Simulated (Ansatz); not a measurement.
# CH₇InN₂: up Jacob's ladder to CCSD(T)

How much do the methods differ for CH₇InN₂? The plan is to run it at one geometry with functionals of several rungs and with coupled cluster, and see how far each lands from CCSD(T) at the basis-set limit for the atomisation energy.

Method: functionals in def2-TZVPP, the program's frozen cores in correlated methods; program: Ansatz 0.2.0, Gaussian basis.

The runs, in order: LDA (SPW92), PBE-D4, revPBE-D4, BLYP-D4, r2SCAN-D4, B97M-V, PBE0-D4, B3LYP-D4, r2SCANh-D4, r2SCAN0-D4, HSE06-D4, BHLYP-D4, CAM-B3LYP-D4, LC-ωPBE, ωB97X-V, ωB97M-V, B2PLYP, PBE-QIDH; CCSD(T)/def2-SVP; CCSD(T)/def2-TZVPP; MP2/def2-QZVPP; extrapolation to the limit; RPA on PBE.

## (1) Structure used throughout

An earlier PBE0-D4 in a triple-zeta def2 set relaxation fixed the geometry. In takes the def2 core potential; no spin-orbit term is included.

SMILES `[CH3][In]([NH2])[NH2]`, 11 atoms, charge 0, spin multiplicity 1.

Atoms are counted from 1 here; the program's logs count them from 0.

Bond lengths: C1–In2 2.139 Å, C1–H5 1.090 Å, C1–H6 1.090 Å, C1–H7 1.091 Å, In2–N3 2.025 Å, In2–N4 2.025 Å, N3–H8 1.008 Å, N3–H9 1.009 Å, N4–H10 1.008 Å, N4–H11 1.009 Å. Angles: In2–C1–H5 110.3°, In2–C1–H6 110.3°, In2–C1–H7 109.9°, H5–C1–H6 109.2°, H5–C1–H7 108.6°, H6–C1–H7 108.6°, C1–In2–N3 123.5°, C1–In2–N4 123.5°, N3–In2–N4 112.3°, In2–N3–H8 119.5°, In2–N3–H9 119.5°, H8–N3–H9 109.4°, In2–N4–H10 119.5°, In2–N4–H11 119.5°, H10–N4–H11 109.4°.

## (2) LDA

This LDA is Slater exchange with PW92 correlation.

Input file in.yaml:

```yaml
crystal:
  periodic: [false, false, false]
  atoms:
    - {symbol: C, position_ang: [-1.176931, 1.584164, -0.078331]}
    - {symbol: In, position_ang: [0.112126, -0.120222, 0.009015]}
    - {symbol: N, position_ang: [0.685936, -1.000121, 1.740303]}
    - {symbol: N, position_ang: [1.120323, -0.841692, -1.592110]}
    - {symbol: H, position_ang: [-0.899421, 2.225780, -0.914741]}
    - {symbol: H, position_ang: [-1.111530, 2.155367, 0.847829]}
    - {symbol: H, position_ang: [-2.210255, 1.261875, -0.215368]}
    - {symbol: H, position_ang: [0.107345, -0.906298, 2.560720]}
    - {symbol: H, position_ang: [1.087241, -1.925149, 1.717466]}
    - {symbol: H, position_ang: [0.770281, -0.664607, -2.520949]}
    - {symbol: H, position_ang: [1.514886, -1.769086, -1.553854]}
basis:
  gaussian: {orbitals: def2-TZVPP}
hamiltonian: {xc: lda}
output: {orbitals: {seedname: orbitals}}
```

After this run come: PBE-D4 (GGA); revPBE-D4 (GGA); BLYP-D4 (GGA); r2SCAN-D4 (meta-GGA); B97M-V (meta-GGA); PBE0-D4 (hybrid); B3LYP-D4 (hybrid); r2SCANh-D4 (hybrid); r2SCAN0-D4 (hybrid); HSE06-D4 (hybrid); BHLYP-D4 (hybrid); CAM-B3LYP-D4 (range-separated); LC-ωPBE (range-separated); ωB97X-V (range-separated); ωB97M-V (range-separated); B2PLYP (double hybrid); PBE-QIDH (double hybrid); CCSD(T) in def2-SVP; CCSD(T) in def2-TZVPP; MP2 in def2-QZVPP; RPA on PBE orbitals.

**Question.** What will the summary of the whole plan be? Wanted: atomisation energy, CCSD(T)/CBS; farthest beyond LDA; mean size of error, GGA; mean size of error, meta-GGA; mean size of error, hybrid; mean size of error, range-separated; mean size of error, double hybrid; gap, smallest and largest; T1 diagnostic.

As calculated:

| quantity | value |
| --- | --- |
| atomisation energy, CCSD(T)/CBS | 3576.1 kJ/mol |
| functionals within 35.8 kJ/mol (1.0 %) | PBE-D4, BLYP-D4, B3LYP-D4, CAM-B3LYP-D4, LC-ωPBE, ωB97X-V, ωB97M-V |
| farthest beyond LDA | BHLYP-D4 (-136.8 kJ/mol) |
| mean size of error, GGA | 40.6 kJ/mol |
| mean size of error, meta-GGA | 41.5 kJ/mol |
| mean size of error, hybrid | 68.1 kJ/mol |
| mean size of error, range-separated | 8.6 kJ/mol |
| mean size of error, double hybrid | 66.9 kJ/mol |
| gap, smallest and largest | 3.83 eV (BLYP-D4), 10.86 eV (LC-ωPBE) |
| T1 diagnostic | 0.0135 |
| triples share of the correlation energy | 3.6 % |

**Reading.** LDA overbinds by 493.2 kJ/mol (14 %). PBE-D4 is off by +33.9 kJ/mol. Double hybrids carry the basis error of their MP2 part in triple zeta, and no dispersion term here, so their miss is partly the set-up's. Taken by rung, range-separated functionals do best (8.6 kJ/mol on average) and hybrid ones worst beyond LDA (68.1 kJ/mol). The mean of the hybrids holds BHLYP, with half exact exchange. Misses under about 35.8 kJ/mol are within the doubt on the reference itself, which lacks core-valence correlation, spin-orbit coupling and higher excitations, and its outer-core shells are covered unevenly. All levels share the lack of spin-orbit coupling, which lowers the free heavy atoms and so the true binding. Hartree-Fock recovers 67 % of the binding; the rest is correlation. CCSD(T) in def2-SVP is off by -294.8 kJ/mol, which most functionals beat. The gap grows from 3.8 to 10.9 eV across the functionals, mostly with the share of exact exchange. Correlated methods include outer-core shells of In, which these sets cover unevenly.
